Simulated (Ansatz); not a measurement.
# C3H10FNSi: the cost of one run

Method: RKS PBE0/STO-3G, in Ansatz 0.2.0.

## 1. The system as given

Bond lengths (14 of 15 bonds, heavy atoms first): C1–C2 1.535 Å, C2–N3 1.444 Å, C2–Si4 1.929 Å, Si4–C5 1.826 Å, Si4–F6 1.549 Å, C1–H7 1.049 Å, C1–H8 1.132 Å, C1–H9 1.062 Å, C2–H10 1.104 Å, N3–H11 1.024 Å, N3–H12 1.016 Å, Si4–H13 1.599 Å, C5–H14 1.084 Å, C5–H15 1.085 Å. Angles (14 of 27 angles, heavy atoms first): C1–C2–N3 107.0°, C1–C2–Si4 115.3°, N3–C2–Si4 108.8°, C2–Si4–C5 111.8°, C2–Si4–F6 110.1°, C5–Si4–F6 111.4°, C1–C2–H10 110.5°, N3–C2–H10 106.6°, Si4–C2–H10 108.2°, C2–C1–H7 112.8°, C2–C1–H8 107.4°, C2–C1–H9 110.4°, C2–N3–H11 111.3°, C2–N3–H12 113.2°.

Coordinates:

```xyz
16

C    -0.2823   -1.4507   -1.4730
C    -0.2260   -0.7666   -0.1000
N     0.9568   -1.2571    0.5680
Si   -0.1621    1.1611   -0.1423
C    -0.1479    1.8776    1.5377
F     1.0594    1.6351   -0.9693
H    -0.3347   -2.4965   -1.4038
H    -1.2079   -1.0702   -2.0028
H     0.5215   -1.1212   -2.0841
H    -1.0876   -1.0699    0.5193
H     1.8061   -1.0032    0.0561
H     0.9995   -2.2709    0.6147
H    -1.5015    1.6507   -0.8664
H     0.7357    1.5880    2.0940
H    -0.1541    2.9628    1.5138
H    -0.9980    1.6085    2.1824
```

## 2. Preparing the start

input.yaml

```yaml
crystal:
  periodic: [false, false, false]
  atoms:
    - { symbol: C, position_ang: [-0.2823, -1.4507, -1.473] }
    - { symbol: C, position_ang: [-0.226, -0.7666, -0.1] }
    - { symbol: "N", position_ang: [0.9568, -1.2571, 0.568] }
    - { symbol: Si, position_ang: [-0.1621, 1.1611, -0.1423] }
    - { symbol: C, position_ang: [-0.1479, 1.8776, 1.5377] }
    - { symbol: F, position_ang: [1.0594, 1.6351, -0.9693] }
    - { symbol: H, position_ang: [-0.3347, -2.4965, -1.4038] }
    - { symbol: H, position_ang: [-1.2079, -1.0702, -2.0028] }
    - { symbol: H, position_ang: [0.5215, -1.1212, -2.0841] }
    - { symbol: H, position_ang: [-1.0876, -1.0699, 0.5193] }
    - { symbol: H, position_ang: [1.8061, -1.0032, 0.0561] }
    - { symbol: H, position_ang: [0.9995, -2.2709, 0.6147] }
    - { symbol: H, position_ang: [-1.5015, 1.6507, -0.8664] }
    - { symbol: H, position_ang: [0.7357, 1.588, 2.094] }
    - { symbol: H, position_ang: [-0.1541, 2.9628, 1.5138] }
    - { symbol: H, position_ang: [-0.998, 1.6085, 2.1824] }
basis:
  gaussian: { orbitals: STO-3G }
hamiltonian:
  xc: pbe0
relax:
  f_tol: 0.02
  max_steps: 40
scf:
  lower_state_search: "off"
output:
  orbitals: {}
```

Launch:

```sh
$ ansatz run input.yaml --threads 1 --pin off --max-ram 2048MiB --backend cpu --events-out ev --progress --plain --runs-dir out
```

What time and memory should one allow on 1 thread of Intel Xeon Platinum 8259CL at 2.50GHz (Skylake/Cascade Lake), shared host?

About 46 s, with a peak of 0.16 GiB.
